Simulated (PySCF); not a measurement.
# The bond of BiB, level by level

An exercise on one series of results from a longer session: the logs are not shown, and one member is left open.

The runs use PySCF 2.14.0; Bi cc-pVDZ-PP with ECP60, B cc-pVDZ, scalar-relativistic core potentials.

The first run:

The job is set up so:

| Property | Result |
| --- | --- |
| atoms | Bi, B |
| charge | 0 |
| basis | Bi cc-pVDZ-PP with ECP60, B cc-pVDZ |
| Hamiltonian | scalar-relativistic core potentials |
| basis functions | 37 |
| electrons treated | 28 |
| masses in u | 208.9804, 11.0093 |
| levels | PBE0, PBE, r²SCAN, M06-L, r²SCAN0, MN15, HF, MP2, SCS-MP2, CCSD, CCSD(T) |
| grid | 80 radial by 434 angular points |
| occupations | held fixed by the projection of orbital angular momentum |
| dissociation limit | Bi + B, each in its ground configuration |
| starting distance in angstrom | 2.275 |
| values of 2S to try | 0, 2, 4 |

The run is started by

```console
$ OMP_NUM_THREADS=1 python dia.py task.json out
```

Steps of the session up to this table: Set-up; The PBE0 curve of the state that the search chose; Excited determinants; PBE (GGA); r²SCAN; M06-L (meta-GGA); r²SCAN0 (hybrid meta-GGA); MN15 (hybrid meta-GGA); UHF; Adding correlation.

One table of the session follows, with a row left open; its other results are not shown here.

| level | Re (Å) | ωe (cm⁻¹) | De (eV) | μ (D) |
| --- | --- | --- | --- | --- |
| PBE | ? | ? | ? | ? |
| r²SCAN | 2.153 | 620 | 2.16 | -1.17 |
| M06-L | 2.160 | 617 | 2.71 | -1.56 |
| PBE0 | 2.144 | 626 | 2.09 | -1.23 |
| r²SCAN0 | 2.138 | 634 | 1.88 | -1.02 |
| MN15 | 2.148 | 604 | 2.09 | -0.92 |

Q: Estimate the row for PBE from the others.

As computed: Re (Å): 2.166; ωe (cm⁻¹): 601; De (eV): 2.48; μ (D): -1.41. In the column «Re (Å)» it is the highest.

De is counted to Bi + B in their ground configurations.
